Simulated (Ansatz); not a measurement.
**CH₄F₂O₂Si: basis-set convergence**

An exercise on one series of results from a longer session: the logs are not shown, and one member is left open.

Program: Ansatz 0.2.0, Gaussian basis. Level of theory: one geometry, several basis sets. These are calculated values, not measurements.

Levels to be run: PBE0-D4/def2-SVP; ωB97M-V/def2-SVP; PBE0-D4/def2-QZVPP; ωB97M-V/def2-QZVPP; the functionals' def2-TZVPP values are taken from earlier runs.

**The geometry**

The geometry comes from an earlier relaxation with PBE0-D4 in a triple-zeta def2 set; it is a stationary point, not always the lowest conformer.

SMILES `CO[Si](O)(F)F`, 10 atoms, charge 0, spin multiplicity 1.

Atoms are counted from 1 here; the program's logs count them from 0.

Bond lengths: C1–O2 1.416 Å, C1–H7 1.090 Å, C1–H8 1.094 Å, C1–H9 1.093 Å, O2–Si3 1.609 Å, Si3–O4 1.610 Å, Si3–F5 1.583 Å, Si3–F6 1.576 Å, O4–H10 0.958 Å. Angles: O2–C1–H7 107.9°, O2–C1–H8 111.2°, O2–C1–H9 110.8°, H7–C1–H8 108.9°, H7–C1–H9 108.8°, H8–C1–H9 109.1°, C1–O2–Si3 126.0°, O2–Si3–O4 110.4°, O2–Si3–F5 109.4°, O2–Si3–F6 112.3°, O4–Si3–F5 112.0°, O4–Si3–F6 107.3°, F5–Si3–F6 105.4°, Si3–O4–H10 118.5°.

The first run:

in.yaml

```yaml
crystal:
  periodic: [false, false, false]
  atoms:
    - {symbol: C, position_ang: [-0.498103, -1.207631, 0.972187]}
    - {symbol: O, position_ang: [0.459603, -0.388882, 0.326803]}
    - {symbol: Si, position_ang: [0.143359, 0.911842, -0.565988]}
    - {symbol: O, position_ang: [1.489688, 1.456325, -1.260073]}
    - {symbol: F, position_ang: [-0.972106, 0.558318, -1.632242]}
    - {symbol: F, position_ang: [-0.454132, 2.093083, 0.289545]}
    - {symbol: H, position_ang: [0.017663, -2.088693, 1.354240]}
    - {symbol: H, position_ang: [-1.278813, -1.527732, 0.276567]}
    - {symbol: H, position_ang: [-0.959402, -0.677613, 1.809788]}
    - {symbol: H, position_ang: [2.135341, 0.819685, -1.567825]}
basis:
  gaussian: {orbitals: def2-SVP}
hamiltonian: {xc: pbe0, dispersion: d4}
output: {orbitals: {seedname: orbitals}}
```

Among the steps run: PBE0-D4 in def2-SVP; ωB97M-V in def2-SVP; PBE0-D4 in def2-QZVPP; ωB97M-V in def2-QZVPP.

One of the session's tables, all rows but one given; the rest of the session is left out.

It belongs to the step «Functionals by basis». 

```
functional       basis  HOMO (eV)  LUMO (eV)
   PBE0-D4    def2-SVP      -8.95       1.11
   PBE0-D4  def2-TZVPP      -9.08       0.56
   PBE0-D4  def2-QZVPP      -9.12       0.17
   ωB97M-V    def2-SVP          ?          ?
   ωB97M-V  def2-TZVPP     -11.52       2.10
   ωB97M-V  def2-QZVPP     -11.56       1.47
```

Q: Estimate the row for ωB97M-V, def2-SVP from the others.

As computed: HOMO (eV): -11.37; LUMO (eV): 2.83. In the column «HOMO (eV)» it lies between ωB97M-V, def2-TZVPP (-11.52) and PBE0-D4, def2-QZVPP (-9.12).
